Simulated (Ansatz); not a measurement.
# C₄H₁₀Cl₂GaN: basis-set convergence

One table from this session's results is given with a row withheld; the runs are named, their logs left out.

Method: one geometry, several basis sets; program: Ansatz 0.2.0, Gaussian basis.

Plan: PBE0-D4/def2-SVP; ωB97M-V/def2-SVP; PBE0-D4/def2-QZVPP; ωB97M-V/def2-QZVPP; the functionals' def2-TZVPP values are taken from earlier runs.

## The geometry

All runs share one geometry, relaxed beforehand with PBE0-D4 in a triple-zeta def2 set.

SMILES `CC[N](CC)[Ga]([Cl])[Cl]`, 18 atoms, charge 0, spin multiplicity 1.

Atoms are counted from 1 here; the program's logs count them from 0.

Bond lengths: C1–C2 1.520 Å, C1–H9 1.092 Å, C1–H10 1.093 Å, C1–H11 1.093 Å, C2–N3 1.452 Å, C2–H12 1.094 Å, C2–H13 1.097 Å, N3–C4 1.452 Å, N3–Ga6 1.797 Å, C4–C5 1.520 Å, C4–H14 1.097 Å, C4–H15 1.094 Å, C5–H16 1.093 Å, C5–H17 1.093 Å, C5–H18 1.092 Å, Ga6–Cl7 2.129 Å, Ga6–Cl8 2.129 Å. Angles: C2–C1–H9 111.7°, C2–C1–H10 110.5°, C2–C1–H11 110.6°, H9–C1–H10 108.0°, H9–C1–H11 107.7°, H10–C1–H11 108.2°, C1–C2–N3 113.5°, C1–C2–H12 109.1°, C1–C2–H13 109.8°, N3–C2–H12 108.9°, N3–C2–H13 109.3°, H12–C2–H13 105.9°, C2–N3–C4 116.5°, C2–N3–Ga6 121.8°, C4–N3–Ga6 121.8°, N3–C4–C5 113.6°, N3–C4–H14 109.3°, N3–C4–H15 108.9° and more.

The first run:

File in.yaml:

```yaml
crystal:
  periodic: [false, false, false]
  atoms:
    - {symbol: C, position_ang: [0.269025, -1.387548, -1.770385]}
    - {symbol: C, position_ang: [-0.140662, -0.016583, -1.256872]}
    - {symbol: N, position_ang: [0.388226, 0.291455, 0.059770]}
    - {symbol: C, position_ang: [-0.295113, -0.313235, 1.189138]}
    - {symbol: C, position_ang: [-1.586958, 0.393529, 1.566793]}
    - {symbol: Ga, position_ang: [1.811614, 1.366578, 0.279987]}
    - {symbol: Cl, position_ang: [2.589807, 1.751404, 2.223529]}
    - {symbol: Cl, position_ang: [2.751463, 2.280527, -1.397030]}
    - {symbol: H, position_ang: [-0.047013, -2.183405, -1.092364]}
    - {symbol: H, position_ang: [1.354532, -1.447239, -1.879129]}
    - {symbol: H, position_ang: [-0.183196, -1.582928, -2.746074]}
    - {symbol: H, position_ang: [0.199232, 0.746536, -1.962638]}
    - {symbol: H, position_ang: [-1.235109, 0.059420, -1.234838]}
    - {symbol: H, position_ang: [-0.500809, -1.367720, 0.966065]}
    - {symbol: H, position_ang: [0.377755, -0.314479, 2.051251]}
    - {symbol: H, position_ang: [-2.078294, -0.121694, 2.396126]}
    - {symbol: H, position_ang: [-1.384874, 1.421918, 1.875555]}
    - {symbol: H, position_ang: [-2.289636, 0.423445, 0.731124]}
basis:
  gaussian: {orbitals: def2-SVP}
hamiltonian: {xc: pbe0, dispersion: d4}
output: {orbitals: {seedname: orbitals}}
```

Started as:

```sh
ansatz run in.yaml --threads 4 --pin off --events-out ev --progress --plain --max-ram 41984MiB --backend cpu
```

Steps of the session up to this table: PBE0-D4 in def2-SVP; ωB97M-V in def2-SVP; PBE0-D4 in def2-QZVPP; ωB97M-V in def2-QZVPP.

One table of the session follows, with a row left open; its other results are not shown here.

It belongs to the step «Density functionals: the series». 

| functional | basis | HOMO (eV) |
| --- | --- | --- |
| PBE0-D4 | def2-SVP | -6.74 |
| PBE0-D4 | def2-TZVPP | -6.81 |
| PBE0-D4 | def2-QZVPP | -6.84 |
| ωB97M-V | def2-SVP | ? |
| ωB97M-V | def2-TZVPP | -9.09 |
| ωB97M-V | def2-QZVPP | -9.12 |

**Question.** Estimate the row for ωB97M-V, def2-SVP.

**Answer.** HOMO (eV): -8.99. In the column «HOMO (eV)» it lies between ωB97M-V, def2-TZVPP (-9.09) and PBE0-D4, def2-QZVPP (-6.84).
